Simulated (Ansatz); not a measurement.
# La3Y2F: from a guess to a relaxed structure

Aim: relax a trial structure of La3Y2F and see where it ends.

Computed with Ansatz 0.2.0 (DFT PBE, scalar-relativistic, plane waves, PAW, unless a step's input says otherwise).

**1. The system as given**

The structure is tetragonal, space group P4/mmm (No. 123). Conventional cell: a = 3.738 Å, b = 3.738 Å, c = 12.495 Å, α = 90.00°, β = 90.00°, γ = 90.00°. La (site symmetry 4/mmm) is surrounded by 8 Y at 3.26 Å and 6 La at 3.57 to 3.74 Å. La (site symmetry 4mm) has 4 Y at 3.12 Å and 5 La at 3.57 to 3.74 Å and 4 F at 3.76 Å as nearest neighbours. Y (site symmetry 4mm) has 8 La at 3.12 to 3.26 Å as nearest neighbours. F (site symmetry 4/mmm) has 4 F at 3.74 Å and 8 La at 3.76 Å as nearest neighbours.

Structure file:

```
CELL_PARAMETERS angstrom
3.73798 0.00000 0.00000
0.00000 3.73798 0.00000
0.00000 0.00000 12.49536
ATOMIC_POSITIONS crystal
La 0.00000 0.00000 0.00000
La 0.00000 0.00000 0.71455
La 0.00000 0.00000 0.28545
Y 0.50000 0.50000 0.84736
Y 0.50000 0.50000 0.15264
F 0.50000 0.50000 0.50000
```

The cell is invented: species swapped into a database cell of MgSc3Ru2 (P4/mmm, No. 123), with F on the Mg sites, La on the Sc sites and Y on the Ru sites. Its size is a rough estimate.

**2. Probe: one point on a coarse mesh**

Contents of input.yaml:

```yaml
crystal:
  lattice:
    - [3.73798257, 0.0, 0.0]
    - [0.0, 3.73798257, 0.0]
    - [0.0, 0.0, 12.49535627]
  atoms:
    - { symbol: La, position: [0.0, 0.0, 0.0] }
    - { symbol: La, position: [0.0, 0.0, 0.71455228] }
    - { symbol: La, position: [0.0, 0.0, 0.28544772] }
    - { symbol: "Y", position: [0.5, 0.5, 0.84736025] }
    - { symbol: "Y", position: [0.5, 0.5, 0.15263975] }
    - { symbol: F, position: [0.5, 0.5, 0.5] }
basis:
  ecutwfc: 420
kpoints:
  mp_grid: { grid: [6, 6, 2] }
hamiltonian:
  xc: pbe
scf:
  occupations: { method: gaussian, width: 0.1 }
  lower_state_search: "off"
output:
  forces: true
  stress: true
  eigenvalues: true
```

Launch:

```
$ ansatz run input.yaml --threads 1 --pin off --max-ram 2560MiB --backend cpu --events-out ev --progress --plain --runs-dir out
```

The session goes on with these runs: a loose first relaxation; relaxation on the finer mesh.

**Question.** What will these runs give? Wanted: conventional cell; volume; energy over the elements; gap on the mesh.

**Answer**, as computed:

| quantity | value |
| --- | --- |
| symmetry at the end (tolerance 0.05 Å) | space group P4/mmm (No. 123) |
| conventional cell | a = 3.518 Å, b = 3.518 Å, c = 14.599 Å, α = 90.00°, β = 90.00°, γ = 90.00° |
| volume | 30.11 Å³/atom |
| energy over the elements (uncorrected; H, N, O, F and Cl as molecules) | -0.57 eV/atom |
| gap on the mesh | none (metal) |

**Reading.** The space group P4/mmm (No. 123) is kept, and the volume per atom grows by 3.5 % from the first guess. A negative formation energy is needed for stability but isn't enough; other structures and compounds were not set against it here. No finished test with a distortion of lower symmetry is shown, so the end may be a saddle point. Spin-orbit coupling is left out for La.
